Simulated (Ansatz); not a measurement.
Wanted: the native input for an Ansatz 0.2.0 run.

```
Task                : relaxation of cell and atoms
Functional          : PBEsol
Dispersion          : D3(BJ)-ATM
Potentials or basis : Ansatz PAW
Cutoff              : 420 eV (not typed: the program's choice for these potentials)
k mesh              : 7 × 7 × 7
Occupations         : fermi-dirac, width 0.05 eV
Spin                : no spin polarisation
```

The system is BiTe.

```
CELL_PARAMETERS angstrom
0.00000 3.23500 3.23500
3.23500 0.00000 3.23500
3.23500 3.23500 0.00000
ATOMIC_POSITIONS crystal
Bi 0.00000 0.00000 0.00000
Te 0.50000 0.50000 0.50000
```

The input as run:

input.yaml

```yaml
crystal:
  lattice:
    - [0.0, 3.235, 3.235]
    - [3.235, 0.0, 3.235]
    - [3.235, 3.235, 0.0]
  atoms:
    - { symbol: Bi, position: [0.0, 0.0, 0.0] }
    - { symbol: Te, position: [0.5, 0.5, 0.5] }
hamiltonian:
  xc: pbesol
  pseudopotentials: { kind: paw }
  dispersion: d3bjatm
kpoints:
  mp_grid: { grid: [7, 7, 7] }
scf:
  occupations: { method: fermi_dirac, width: 0.05 }
output:
  forces: true
  stress: true
  eigenvalues: true
relax:
  f_tol: 0.01
  max_steps: 40
  cell: { stress_tol: 0.05 }
```

Potentials or basis: Ansatz PAW.

Launch:

```bash
$ ansatz run input.yaml --threads 2 --pin off --max-ram 5632MiB --backend cpu --events-out ev --progress --plain --runs-dir out
```

Results of the run:

| Quantity | Value |
| --- | --- |
| Relaxed volume | 31.60 Å³/atom |
| Relaxed cell | a = 4.471 Å, b = 4.471 Å, c = 4.471 Å, α = 60.00°, β = 60.00°, γ = 60.00° |
| Space group after relaxing (to 0.05 Å) | Fm-3m (No. 225) |
| Energy gained by relaxing | 26.0 meV/atom |
| Ionic steps | 5 |
| Pressure after relaxing | 0.0 GPa |
| Band gap on the k mesh | none (metal or under the smearing width) |

Caveat: the plane-wave basis is chosen anew once the cell has moved, so the energies of steps on either side of that aren't comparable; spin-orbit coupling is left out, which moves the levels of the heavy elements; pairwise dispersion overbinds metals, which lowers pressure and volume; the PAW data sets come from PBE, with cores solved anew for the run's functional, which leaves a small shift of forces and pressure.

It took 5.8 s on 2 threads of AMD EPYC 7R43 64-Core Processor (Zen 3), with other jobs on the host, peak memory 0.41 GiB.
